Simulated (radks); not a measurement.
# Ta in [Xe] 4f14 5d1 6s2 6p2: an all-electron calculation

Wanted: eigenvalues, radial structure and energy terms of neutral tantalum.

Program: radks (a radial shooting solver on a logarithmic mesh, Libxc functionals) version 1. Level of theory: Dirac Kohn-Sham, BLYP, spin-unpolarised, spherical densities, point nucleus; open shells fill j = l - 1/2 first. These are calculated values, not measurements, unless marked.

## 1. The system

| Property | Result |
| --- | --- |
| element | tantalum (Z = 73) |
| charge | 0 |
| electrons | 73 |
| configuration | [Xe] 4f14 5d1 6s2 6p2 |

## 2. The run

Input:

```text
Z 73
configuration [Xe] 4f14 5d1 6s2 6p2
relativity Dirac
functional b88,lyp
spin unpolarised
j_filling energy
nucleus point
c 137.035999084
```

What does the calculation give?

The runs gave:

| quantity | value |
| --- | --- |
| total energy | -15626.6124 hartree |
| exchange-correlation share of it | 2.03 % |
| −T/E | 1.1229 |
| highest occupied level | 6p1/2, -3.261 eV |
| most extended occupied level | 6p1/2, <r> = 3.88 bohr |
| radius at density 0.001 e/bohr³ | 5.26 bohr |
| maxima of the radial density | 4 |

**Reading.** 6 principal shells are occupied and 4 maxima appear in the radial density; where shells overlap, one shows as a shoulder or not at all. −T/E is 1.123: with relativity the kinetic term as defined here no longer equals −E. This is not the tabulated ground configuration, so its levels and sizes aren't those of the ground state, and no measured value stands beside it.
